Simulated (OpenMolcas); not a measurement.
**[BF4]− (tetrafluoroborate) at HF/6-31G(d) (Cartesian functions)**

We compute an optimisation with harmonic vibrations of [BF4]− (tetrafluoroborate). 

Program for the calculation: OpenMolcas 26.06.

**1. The structure to begin with**

[BF4]−: 5 atoms, total charge -1, spin state singlet. SMILES: `F[B-](F)(F)F`. The shape is that of a PBE0-D4/def2-TZVPD optimisation. The run starts from this shape.

Bond lengths: F1–B2 1.406 Å, B2–F3 1.406 Å, B2–F4 1.406 Å, B2–F5 1.406 Å. Angles: F1–B2–F3 109.5°, F1–B2–F4 109.5°, F1–B2–F5 109.5°, F3–B2–F4 109.5°, F3–B2–F5 109.5°, F4–B2–F5 109.5°.

**2. An optimisation with harmonic vibrations at HF/6-31G(d) (Cartesian functions)**

Input file coord.xyz:

```xyz
5

F     -0.057100    -0.040200     1.404000
B      0.000000     0.000000     0.000100
F      0.948900    -0.931000    -0.457200
F     -1.262500    -0.319100    -0.529700
F      0.370700     1.290300    -0.417200
```

Input file test.input:

```
&GATEWAY
  BasLib=$CurrDir
  Coord=coord.xyz
  Basis=6-31Gs
  Group=NoSym
>>> EXPORT MOLCAS_MAXITER=50
>>> Do While

&SEWARD

&SCF
  Charge=-1
  PrOrbitals=0

&SLAPAF
>>> EndDo
>>> COPY $Project.Opt.xyz $CurrDir/final.xyz
>>> COPY $Project.slapaf.h5 $CurrDir/final.slapaf.h5

&MCKINLEY

&MCLR
  Thermochemistry
  12
  1.0
  298.15
  End of PT
```

The basis set 6-31G* is read from a file made from the Basis Set Exchange's data (not shown).

Started as:

```
export MOLCAS_MEM=1860
pymolcas test.input > test.log
```

Log:

```text
--- Start Module: gateway ---
[...]
--- Stop Module: gateway /rc=_RC_ALL_IS_WELL_ ---
[...]
      Basis functions           75
[...]
       Convergence after  12 Iterations
[...]
::    Total SCF energy                               -422.7246442228
[...]
 *              Molecular gradients               *
 **************************************************
  Irreducible representation: a
 ------------------------------------------------------------------------------------------
                              X                       Y                       Z
 ------------------------------------------------------------------------------------------
  F1               -4.25750242380230E-04   -3.08897472889313E-04    1.05713552246485E-02
  B2                5.28052788489224E-06   -1.05872940487357E-05    1.19477157644246E-04
  F3                7.18830270028370E-03   -7.05631361059034E-03   -3.47179383352270E-03
  F4               -9.58474006767318E-03   -2.42581620785121E-03   -4.03605550397490E-03
  F5                2.81690708183113E-03    9.80161458543094E-03   -3.18298304488795E-03
 ------------------------------------------------------------------------------------------
[...]
 Geometry is converged in   3 iterations to a Minimum Structure
*****************************************************************************************************************
*****************************************************************************************************************
++ Geometry section
********************************************************************************
  Geometrical information of the final structure
********************************************************************************
  NOTE: on convergence the final predicted structure will be printed here.
  This is not identical to the structure printed in the head of the output.
 *********************************************************
[...]
       Convergence after   2 Iterations
[...]
::    Total SCF energy                               -422.7251457679
[...]
      Total spin, S                                     0.0000000000
[...]
      Total electronic charge=   42.000000
      Total            charge=   -1.000000
[...]
      Dipole Moment (debye):
      Origin of the operator (angstrom)=   -0.0000    0.0000   -0.0000
                   X=  1.7356E-05               Y= -3.5010E-05               Z=  1.1771E-04           Total=  1.2403E-04
      Center of Charge (angstrom)
[...]
--- Start Module: mclr ---
[...]
     Frequency:        i1.74     i1.64     i0.14      0.02      0.09      1.20
[...]
     Frequency:       372.26    372.26    552.19    552.19    552.19    811.51
[...]
--- Stop Module: mclr /rc=_RC_ALL_IS_WELL_ ---
[...]
--- Start Module: mclr ---
[...]
        Frequency:          811.51 cm-1
      ---------------------------------
[...]
        Frequency:         1196.81 cm-1
      ---------------------------------
[...]
        Frequency:         1196.84 cm-1
      ---------------------------------
[...]
        Frequency:         1196.91 cm-1
      ---------------------------------
[...]
--- Stop Module: mclr /rc=_RC_ALL_IS_WELL_ ---
[...]
```

Run time: 23 s. Hardware: 1 thread of Intel Xeon 6975P-C (Granite Rapids), shared host; peak memory 0.43 GiB.

**3. Summary of results**

Level: HF/6-31G* (Cartesian functions).

```
                                                            quantity             value
                                                        total energy     -422.72515 Eh
                                                         HOMO energy          -9.55 eV
                                                         LUMO energy          17.16 eV
               HOMO–LUMO gap (to an unbound level, set by the basis)          26.71 eV
                                          lowest harmonic wavenumber          372 cm⁻¹
                                         highest harmonic wavenumber         1197 cm⁻¹
                                                   zero-point energy       40.7 kJ/mol
ideal-gas entropy at 298.15 K and 1 atm (symmetry number 12 as used)  63.7 cal/(mol K)
```

In words: At the final geometry: Bond lengths: F1–B2 1.393 Å, B2–F3 1.393 Å, B2–F4 1.393 Å, B2–F5 1.393 Å. Angles: F1–B2–F3 109.5°, F1–B2–F4 109.5°, F1–B2–F5 109.5°, F3–B2–F4 109.5°, F3–B2–F5 109.5°, F4–B2–F5 109.5°. All 9 modes are real, so the shape is a minimum at this level.
